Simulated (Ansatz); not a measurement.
# CH₃In + HBr: a complex and its separated parts

Aim: how far the complex at one end of a reaction step lies below its separated, relaxed parts, level by level.

Program: Ansatz 0.2.0, Gaussian basis. Level of theory: PBE0-D4/def2-TZVP structures, single points in def2-TZVPP, no counterpoise correction. These are calculated values, not measurements.

Levels: SPW92, PBE-D4, BLYP-D4, r2SCAN-D4, B97M-V, PBE0-D4, B3LYP-D4, r2SCAN0-D4, BHLYP-D4, CAM-B3LYP-D4, wB97X-V, wB97M-V, B2PLYP, PBE-QIDH, RPA on PBE, Hartree-Fock, MP2, CCSD, CCSD(T).

Correlated methods freeze the cores. Filled d shells of the heavier atoms are correlated. Core potentials replace the inner electrons past krypton, and spin-orbit coupling is left out. B3LYP uses VWN-RPA correlation. B2PLYP carries no dispersion term here.

**1. The starting structure**

The complex: 7 atoms, charge 0, spin multiplicity 1.

Atoms are counted from 1 here; the program's logs count them from 0.

Bond lengths: In1–C4 2.214 Å, Br2–H3 1.462 Å, C4–H5 1.095 Å, C4–H6 1.095 Å, C4–H7 1.095 Å. Angles: In1–C4–H5 110.9°, In1–C4–H6 110.9°, In1–C4–H7 110.9°, H5–C4–H6 108.0°, H5–C4–H7 108.0°, H6–C4–H7 108.0°.

As a file:

```
In   -0.0234   -0.3636   -0.3353
Br   -0.2181   -3.3106   -3.0517
H    -0.1468   -2.2367   -2.0617
C     0.0830    1.2625    1.1637
H    -0.8953    1.4341    1.6242
H     0.7925    1.0143    1.9597
H     0.4081    2.1999    0.7011
```

Its parts: CH₃In holds atoms 1, 4, 5, 6, 7; HBr holds atoms 2, 3. Each part counts its atoms afresh in its own runs.

**2. Relaxing CH₃In alone**

relax-a/in.yaml

```yaml
crystal:
  periodic: [false, false, false]
  atoms:
    - {symbol: In, position_ang: [-0.023447, -0.363601, -0.335282]}
    - {symbol: C, position_ang: [0.083002, 1.262482, 1.163715]}
    - {symbol: H, position_ang: [-0.895290, 1.434118, 1.624176]}
    - {symbol: H, position_ang: [0.792507, 1.014313, 1.959677]}
    - {symbol: H, position_ang: [0.408128, 2.199917, 0.701067]}
basis:
  gaussian: {orbitals: def2-TZVP}
hamiltonian: {xc: pbe0, dispersion: d4}
relax: {f_tol: 0.005, max_steps: 200}
```

No record of the launch command was kept for these runs.

After this run come: Relaxing HBr alone; wB97M-V/def2-TZVPP; CCSD(T)/def2-TZVPP; Vibrations of CH₃In; Vibrations of HBr.

**Question.** What will these runs give? Wanted: complex less parts, CCSD(T)/def2-TZVPP; with zero-point energy; largest T1 diagnostic.

**Answer**, as computed:

```
                              quantity      value
complex less parts, CCSD(T)/def2-TZVPP  -0.115 eV
                with zero-point energy  -0.079 eV
                 largest T1 diagnostic      0.015
```

What this shows: At CCSD(T) the complex lies 0.115 eV below its parts. Among the functionals B2PLYP lands nearest to CCSD(T) (-0.015 eV) and SPW92 farthest (-0.264 eV). By rung, the mean size of the error is: LDA 0.264, GGA 0.142, meta-GGA 0.068, hybrid 0.083, range-separated hybrid 0.033, double hybrid 0.032 eV. PBE-D4 gives a relative energy 0.168 eV too low, an error of 145 % of the reference. No counterpoise was applied, and triple zeta lacks some correlation, so the CCSD(T) reference has a basis error of its own, and close matches with it are partly luck.
